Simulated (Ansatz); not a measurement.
# V: the cost of one run

Method: DFT PBE, plane waves, PAW, scalar-relativistic, no spin polarisation, in Ansatz 0.2.0.

### Step 1. Starting point

The cell holds 17 atoms (V17): a = 6.040 Å, b = 6.040 Å, c = 6.040 Å, α = 90.00°, β = 90.00°, γ = 90.00°.

The coordinates stand in the first input below.

### Step 2. Preparing the start

The input, input.yaml:

```yaml
accuracy: low
crystal:
  lattice:
    - [6.04, 0.0, 0.0]
    - [0.0, 6.04, 0.0]
    - [0.0, 0.0, 6.04]
  atoms:
    - { symbol: V, position: [0.0, 0.0, 0.0] }
    - { symbol: V, position: [0.5, 0.0, 0.0] }
    - { symbol: V, position: [0.0, 0.5, 0.0] }
    - { symbol: V, position: [0.0, 0.0, 0.5] }
    - { symbol: V, position: [0.25, 0.25, 0.25] }
    - { symbol: V, position: [0.5, 0.5, 0.0] }
    - { symbol: V, position: [0.5, 0.0, 0.5] }
    - { symbol: V, position: [0.75, 0.25, 0.25] }
    - { symbol: V, position: [0.0, 0.5, 0.5] }
    - { symbol: V, position: [0.25, 0.75, 0.25] }
    - { symbol: V, position: [0.25, 0.25, 0.75] }
    - { symbol: V, position: [0.5, 0.5, 0.5] }
    - { symbol: V, position: [0.75, 0.75, 0.25] }
    - { symbol: V, position: [0.75, 0.25, 0.75] }
    - { symbol: V, position: [0.25, 0.75, 0.75] }
    - { symbol: V, position: [0.75, 0.75, 0.75] }
    - { symbol: V, position: [0.7544285, 0.377402, 0.5016849] }
basis:
  ecutwfc: 420.0
kpoints:
  mp_grid: { grid: [2, 2, 2] }
hamiltonian:
  xc: pbe
scf:
  occupations: { method: fermi_dirac, width: 0.15 }
  lower_state_search: "off"
relax:
  f_tol: 0.08
  max_steps: 25
  adjacent_minimum: "off"
```

The run is started by

```bash
ansatz run input.yaml --threads 2 --pin off --max-ram 5120MiB --backend cpu --events-out ev --progress --plain --runs-dir out
```

**Question.** How long does this run take on 2 threads of Arm Neoverse V2, shared host, and how much memory does it need?

About 67 s, with a peak of 0.72 GiB.
